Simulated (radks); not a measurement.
# Filling a hard-walled sphere of radius 5.87 bohr*, with a point charge of +1 at the centre: electrons 38 to 40

Which level does each new electron take in a hard-walled sphere of radius 5.87 bohr*, with a point charge of +1 at the centre, and at which counts is the dot hardest to charge further? Each count tries a few candidate levels and keeps the lowest.

Method: non-relativistic spin-polarised Kohn-Sham, PBEsol, spherically averaged shells; computed with radks, version 2.

## Step 1: The model

- well: a hard-walled sphere of radius 5.87 bohr*, with a point charge of +1 at the centre
- functional: PBEsol
- levels: named by radial order: 1s, 1p, 1d, 2s, 1f and so on
- units: effective atomic units, hartree* and bohr*
- configuration carried in: 1s2 1p6 1d10 2s(up 1, down 0) 1f14 1g(up 4, down 0) (N = 37, energy 148.470215)

Further steps of the session: 38 electrons; 39 electrons; N = 40.

Before running it: what results should come out? Wanted: closed shells at N; largest addition energy; most unpaired electrons; configuration at N = 40.

As calculated:

| quantity | value |
| --- | --- |
| closed shells at N | none in this range |
| largest addition energy | 0.226 hartree* at N = 39 (of N = 38 to 39) |
| most unpaired electrons | 7 at N = 39 |
| configuration at N = 40 | 1s2 1p6 1d10 2s(up 1, down 0) 1f14 1g(up 6, down 1) |

**Reading.** No closed-shell configuration falls in this range. Among the lowest states kept at each count, up to 7 electrons are unpaired (N = 39), since exchange favours parallel spins. Only a few candidates are tried at each count, so a lower state may have been missed.
